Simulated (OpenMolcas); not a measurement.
# Ce³⁺ in SrF2: CASSCF and CASPT2 levels and susceptibility

Aim: the ligand-field states of Ce³⁺ in this surrounding, its lowest levels with spin-orbit coupling and its magnetic susceptibility.

The numbers are computed with OpenMolcas 26.06 (state-averaged CASSCF and CASPT2, spin-orbit coupling by RASSI with atomic mean-field integrals), except any that are marked as measured or tabulated.

## 1. Starting point

```
Species                           : Ce³⁺ (cerium, Z = 58, 55 electrons)
Basis                             : ANO-RCC-VDZP [7s6p4d2f1g], 180 functions with the ligands
Scalar Hamiltonian                : DKH2, point nucleus
Inactive shells                   : 1s 2s 2p 3s 3p 3d 4s 4p 4d 5s 5p of the metal, and all ligand shells
Active space                      : 1 electron in 7 orbitals (4f)
Some configurations of this space : 4f
Orbitals                          : optimised for the highest spin of each parity, averaged over all roots
```

Outer shells as boxes (Hund's rule):

4f
```
4f [↑ ][  ][  ][  ][  ][  ][  ]
```

Ce³⁺ is taken with its 8 nearest fluoride ions at 2.582 Å, on the cation site of SrF2 (a = 5.796 Å). The rest of the host is ab initio model potentials to 7.6 Å and point charges beyond; the distance is set by hand, nothing relaxes, and no local charge compensation is placed. Ligand basis ANO-RCC-VDZP.

```xyz
21

Ce    0.0000    0.0000    0.0000
F     1.4907    1.4907    1.4907
F     1.4907    1.4907   -1.4907
F     1.4907   -1.4907    1.4907
F     1.4907   -1.4907   -1.4907
F    -1.4907    1.4907    1.4907
F    -1.4907    1.4907   -1.4907
F    -1.4907   -1.4907    1.4907
F    -1.4907   -1.4907   -1.4907
Sr    0.0000    2.8980   -2.8980
Sr    0.0000   -2.8980    2.8980
Sr    0.0000    2.8980    2.8980
Sr    0.0000   -2.8980   -2.8980
Sr    2.8980   -2.8980    0.0000
Sr   -2.8980    2.8980    0.0000
Sr    2.8980    0.0000   -2.8980
Sr   -2.8980    0.0000    2.8980
Sr    2.8980    0.0000    2.8980
Sr   -2.8980    0.0000   -2.8980
Sr    2.8980    2.8980    0.0000
Sr   -2.8980   -2.8980    0.0000
```

The work runs as a chain of OpenMolcas steps in one folder; each step below is one input file. Labels, J, g values, rates, χT and fits are worked out afterwards by a script from the matrices that RASSI stores.

## 2. GATEWAY and SEWARD: basis and integrals

File a.inp:

```
&GATEWAY
Basis set
Ce.ANO-RCC-VDZP.
Ce1 0.0 0.0 0.0 Angstrom
End of basis
Basis set
F.ANO-RCC-VDZP.
L1 1.490718 1.490718 1.490718 Angstrom
L2 1.490718 1.490718 -1.490718 Angstrom
L3 1.490718 -1.490718 1.490718 Angstrom
L4 1.490718 -1.490718 -1.490718 Angstrom
End of basis
Basis set
Sr.EMB-AIMP.Pascual.0s.0s.ECP.SrF2.
PseudoCharge
* 21 symmetry-unique lattice sites within 7.6 angstrom
End of basis
Basis set
F.EMB-AIMP.Pascual.0s.0s.ECP.SrF2.
PseudoCharge
* 40 symmetry-unique lattice sites within 7.6 angstrom
End of basis
Symmetry
XYZ
AngMom=0.0 0.0 0.0
AMFI
RICD
XField
1348 Angstrom 0
* Evjen-weighted lattice charges
&SEWARD
```

On the command line:

```console
$ OMP_NUM_THREADS=1 MOLCAS_MEM=2457 MOLCAS_PROJECT=a pymolcas a.inp > a.log
```

## 3. Reference wave functions, doublets, 7 roots

File a.inp:

```
&RASSCF
FileOrb=start.orb
Symmetry=2
Spin=2
nActEl=1 0 0
Inactive=35 32
Ras2=0 7
CIRoot=7 7 1
SDav=7
CIMx=300
Iter=150 100
PrWF=0.3
OrbListing=Nothing
MaxOrb=0
LevShft=1.0
>>> COPY $Project.JobIph JOB001
```

start.orb holds start orbitals that the driver prepared beforehand, or those of the step before.

## 4. RASSI: spin-orbit coupling between the states

File a.inp:

```
&RASSI
NrOfJobIphs=1 7
1 2 3 4 5 6 7
IphNames
JOB001
EJob
SpinOrbit
DIPRint=1.0
SOCoupling=1000.0
Subsets=2
Property=9
'ANGMOM' 1 'ANGMOM' 2 'ANGMOM' 3 'MLTPL  1' 1 'MLTPL  1' 2 'MLTPL  1' 3
'AMFI' 1 'AMFI' 2 'AMFI' 3
SOProperty=3
'ANGMOM' 1 'ANGMOM' 2 'ANGMOM' 3
```

## 5. CASPT2: IPEA 0.25, imaginary shift 0.1 (closed shells correlated: 5s 5p of the metal, with ligand shells; the Frozen line counts the rest)

File a.inp:

```
>>> COPY JOB001 $Project.JobIph
&CASPT2
Multistate=7 1 2 3 4 5 6 7
NoMult
Frozen=18 13
IPEA=0.25
Imaginary=0.1
MaxIter=60
WThr=0.0 0.3 0.05
PrWF=0.5
NoMix
```

(Steps that only read results are left out.)

**Question.** What will these runs give? Wanted: spin-free ground state; first state of the same spin within the active space; lowest level; next level.

As calculated:

```
                                            quantity                                                                                                                                          value
                                              method  SS-CASPT2, IPEA 0.25, imaginary shift 0.1 (closed shells correlated: 5s 5p of the metal, with ligand shells; the Frozen line counts the rest)
                              spin-free ground state                                                                                                                2T2, 3-fold in its orbital part
first state of the same spin within the active space                                                                                                                               2T1 at 36.4 cm⁻¹
                                        lowest level                                                                                                                                      4-fold Γ8
                                          next level                                                                                                                                     447.3 cm⁻¹
                                         χT at 300 K                                                                                                                                 0.69 cm³ K/mol
                           effective moment at 300 K                                                                                                                                        2.35 μB
```

Cost by method:

```tsv
method	time of its own steps	time with the reference
A. CASSCF	24 s	24 s
B. SS-CASPT2, IPEA 0.25, imaginary shift 0.1, +5s 5p	58 s	82 s
```

Times are of one thread on a shared host.

**Reading.** The spin-free ground state (2T2) comes to 100 % from free-ion F terms and keeps the highest spin of the shell. CASPT2 does not keep the components of a term degenerate, and the means are used.
